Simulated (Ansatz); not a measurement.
# C2H10ClNSi2: the cost of one run

Program: Ansatz 0.2.0. Level of theory: RKS PBE0-D4/STO-3G. These are calculated values, not measurements.

**1. The structure to begin with**

Bond lengths (14 of 15 bonds, heavy atoms first): C1–C2 1.554 Å, C2–Cl3 1.803 Å, C2–Si4 1.830 Å, Si4–N5 1.683 Å, Si4–Si6 2.366 Å, C1–H7 1.051 Å, C1–H8 1.101 Å, C1–H9 1.132 Å, C2–H10 1.116 Å, Si4–H11 1.532 Å, N5–H12 0.998 Å, N5–H13 1.079 Å, Si6–H14 1.481 Å, Si6–H15 1.469 Å. Angles (14 of 27 angles, heavy atoms first): C1–C2–Cl3 107.6°, C1–C2–Si4 120.6°, Cl3–C2–Si4 105.6°, C2–Si4–N5 116.4°, C2–Si4–Si6 108.4°, N5–Si4–Si6 112.7°, C1–C2–H10 107.1°, Cl3–C2–H10 107.6°, Si4–C2–H10 107.7°, C2–C1–H7 111.6°, C2–C1–H8 106.8°, C2–C1–H9 107.7°, C2–Si4–H11 110.5°, N5–Si4–H11 103.2°.

Coordinates:

```xyz
16

C     0.6614   -2.1025   -0.2986
C     1.0245   -0.6032   -0.4891
Cl    1.7473   -0.4205   -2.1307
Si   -0.2654    0.6893   -0.3729
N     0.1881    2.2427   -0.8335
Si   -1.1999    0.6164    1.7998
H     1.4999   -2.7239   -0.4264
H    -0.1111   -2.3409   -1.0453
H     0.2063   -2.2189    0.7313
H     1.8180   -0.3596    0.2573
H    -1.4314    0.3711   -1.3148
H     0.6882    2.2010   -1.6965
H    -0.6685    2.8782   -0.9949
H    -0.1511    0.8928    2.8087
H    -2.2960    1.5808    1.9633
H    -1.7333   -0.7255    2.0866
```

**2. End point A**

input.yaml

```yaml
crystal:
  periodic: [false, false, false]
  atoms:
    - { symbol: C, position_ang: [0.6614, -2.1025, -0.2986] }
    - { symbol: C, position_ang: [1.0245, -0.6032, -0.4891] }
    - { symbol: Cl, position_ang: [1.7473, -0.4205, -2.1307] }
    - { symbol: Si, position_ang: [-0.2654, 0.6893, -0.3729] }
    - { symbol: "N", position_ang: [0.1881, 2.2427, -0.8335] }
    - { symbol: Si, position_ang: [-1.1999, 0.6164, 1.7998] }
    - { symbol: H, position_ang: [1.4999, -2.7239, -0.4264] }
    - { symbol: H, position_ang: [-0.1111, -2.3409, -1.0453] }
    - { symbol: H, position_ang: [0.2063, -2.2189, 0.7313] }
    - { symbol: H, position_ang: [1.818, -0.3596, 0.2573] }
    - { symbol: H, position_ang: [-1.4314, 0.3711, -1.3148] }
    - { symbol: H, position_ang: [0.6882, 2.201, -1.6965] }
    - { symbol: H, position_ang: [-0.6685, 2.8782, -0.9949] }
    - { symbol: H, position_ang: [-0.1511, 0.8928, 2.8087] }
    - { symbol: H, position_ang: [-2.296, 1.5808, 1.9633] }
    - { symbol: H, position_ang: [-1.7333, -0.7255, 2.0866] }
basis:
  gaussian: { orbitals: STO-3G }
hamiltonian:
  xc: pbe0
  dispersion: d4
relax:
  f_tol: 0.02
  max_steps: 50
```

Launch:

```sh
$ ansatz run input.yaml --threads 1 --pin off --max-ram 2048MiB --backend cpu --events-out ev --progress --plain --runs-dir out
```

What time and memory should one allow on 1 thread of Intel Xeon 6975P-C (Granite Rapids), shared host?

About 23 s, with a peak of 0.18 GiB.
